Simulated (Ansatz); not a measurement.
# Ir: the cost of one run

Program: Ansatz 0.2.0. Level of theory: DFT r²SCAN, scalar-relativistic, plane waves, PAW. These are calculated values, not measurements.

6 further runs of the same task are left out: 1 that didn't finish, 5 set aside as unsound or not needed.

### Step 1. The starting structure

The structure is cubic, space group Fm-3m (No. 225). The conventional cell has a = 3.840 Å, b = 3.840 Å, c = 3.840 Å, α = 90.00°, β = 90.00°, γ = 90.00°. Ir (site symmetry m-3m) is surrounded by 12 Ir at 2.72 Å.

As a file:

```
Ir
1.0
     0.00000    1.92000    1.92000
     1.92000    0.00000    1.92000
     1.92000    1.92000    0.00000
Ir
1
Direct
  0.00000 0.00000 0.00000
```

The cell is the measured one, not relaxed. An earlier run on this cell at r²SCAN gave 1.51 GPa at 14.156 Å³/atom (16×16×16 mesh), metallic.

### Step 2. Bands on a fine mesh, Fermi surface

The input, input.yaml:

```yaml
crystal:
  lattice:
    - [0.0, 1.9200010851, 1.9200010851]
    - [1.9200010851, 0.0, 1.9200010851]
    - [1.9200010851, 1.9200010851, 0.0]
  atoms:
    - { symbol: Ir, position: [0.0, 0.0, 0.0] }
basis:
  ecutwfc: 500
  ecutrho_ratio: 4
kpoints:
  mp_grid: { grid: [16, 16, 16] }
hamiltonian:
  xc: r2scan
scf:
  occupations: { method: gaussian, width: 0.05 }
output:
  forces: true
  stress: true
  eigenvalues: true
  eigenstates:
    nscf_kmesh: { grid: [26, 26, 26] }
    de_dk: true
    e_range: [-2.5, 2.5]
  write_density: true
  write_potential: true
  elf: true
  volumetric_format: npy
```

Started as:

```
ansatz run input.yaml --threads 4 --pin off --max-ram 9216MiB --backend cpu --events-out ev --progress --plain --runs-dir out
```

What time and memory should one allow on 4 threads of Arm Neoverse V1, shared host?

About 4 s, with a peak of 0.35 GiB.
